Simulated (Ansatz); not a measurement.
# BTi: the cost of one run

The runs use Ansatz 0.2.0, Gaussian basis; def2-QZVPP, core rule «outside noble gas», up to 10 orbitals frozen.

To be run: UHF; ROHF; CCSD(T) on UHF.

5 further runs of the same task are left out: 1 for a known fault of the program, 4 set aside as unsound or not needed.

## 1. The geometry

The geometry is a PBE0/def2-TZVP stationary point (not a proven minimum) of the parent state, kept for this charge and spin.

2 atoms, charge 0, spin multiplicity 4.

Atoms are counted from 1 here; the program's logs count them from 0.

Bond lengths: Ti1–B2 2.158 Å.

As a file:

```xyz
2
charge 0, multiplicity 4
Ti    0.0000    0.0000    0.0000
B     0.0000    0.0000    2.1579
```

## 2. UHF

Contents of in.yaml:

```yaml
crystal:
  periodic: [false, false, false]
  atoms:
    - {symbol: Ti, position_ang: [0.000000, 0.000000, 0.000000]}
    - {symbol: B, position_ang: [0.000000, 0.000000, 2.157871]}
basis:
  gaussian: {orbitals: "def2-QZVPP.json"}
magnetization: {spin_polarized: true, initial_magnetization: 3}
hamiltonian: {xc: hf}
output: {orbitals: {seedname: orbitals}}
```

Started as:

```bash
$ ansatz run in.yaml --threads 1 --pin off --events-out ev --progress --plain --max-ram 4096MiB --backend cpu
```

What time and memory should one allow on 1 thread of AMD EPYC 7R13, shared host?

About 81 s, with a peak of 0.37 GiB.
